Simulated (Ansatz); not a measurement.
# SiGeN (quartet): wave-function methods side by side at a displaced geometry (v2), cc-pVDZ

One table from this session's results is given with a row withheld; the runs are named, their logs left out.

The runs use Ansatz 0.2.0, Gaussian basis; cc-pVDZ, core rule «outside noble gas», up to 20 orbitals frozen.

Plan: UHF; CCSD(T) on ROHF; CCSD(T) on UHF; BCCD(T) on ROHF; CISD; CCSDT(Q) on ROHF; CCSDT(Q) on UHF.

23 further runs of the same task are left out: 10 that didn't finish, 13 set aside as unsound or not needed.

## The geometry

The geometry is a PBE0/def2-TZVP stationary point (not a proven minimum) with its atoms shifted at random (size 0.100 Å). No spin-orbit coupling is included. The filled d shell of Ge may be among the frozen orbitals whatever the setting's name suggests; the logs give the count.

3 atoms, charge 0, spin multiplicity 4.

Atoms are counted from 1 here; the program's logs count them from 0.

Bond lengths: Ge1–Si2 2.311 Å, Si2–N3 1.670 Å. Angles: Ge1–Si2–N3 173.2°.

The first run:

The input, in.yaml:

```yaml
crystal:
  periodic: [false, false, false]
  atoms:
    - {symbol: Ge, position_ang: [0.084376, 0.005225, 2.092498]}
    - {symbol: Si, position_ang: [-0.080498, 0.013599, -0.212209]}
    - {symbol: N, position_ang: [-0.003878, -0.018825, -1.880289]}
basis:
  gaussian: {orbitals: cc-pVDZ}
magnetization: {spin_polarized: true, initial_magnetization: 3}
hamiltonian: {xc: hf}
output: {orbitals: {seedname: orbitals}}
```

Command:

```sh
$ ansatz run in.yaml --threads 1 --pin off --events-out ev --progress --plain --max-ram 2393MiB
```

Among the steps run: UHF; CCSD(T) on ROHF; CCSD(T) on UHF; BCCD(T) on ROHF; CISD; CCSDT(Q) on ROHF; CCSDT(Q) on UHF.

One of the session's tables, all rows but one given; the rest of the session is left out.

It belongs to the step «Misses and costs». 

```
   method  from RCCSDT(Q) (kcal/mol)
     ROHF                    +206.73
      UHF                    +193.79
     RMP2                     +32.67
     UMP2                     +44.15
     CISD                     +33.93
    RCCSD                     +12.75
    UCCSD                     +11.88
 RCCSD(T)                      +2.58
 UCCSD(T)                      +3.12
  BCCD(T)                      +2.71
   RCCSDT                      +1.17
   UCCSDT                          ?
RCCSDT(Q)                          0
UCCSDT(Q)                      -0.28
```

Estimate the missing values for UCCSDT.

The run gave: from RCCSDT(Q) (kcal/mol): +1.00. In the column «from RCCSDT(Q) (kcal/mol)» it lies between RCCSDT(Q) (0) and RCCSDT (+1.17).

Caveats from the session: Warnings: spin contamination; coupled cluster took another determinant than the lowest. Restricted and unrestricted rows rest on different reference determinants; where their highest levels disagree by more than a few hundredths of an eV, they describe different states and don't form one ladder.
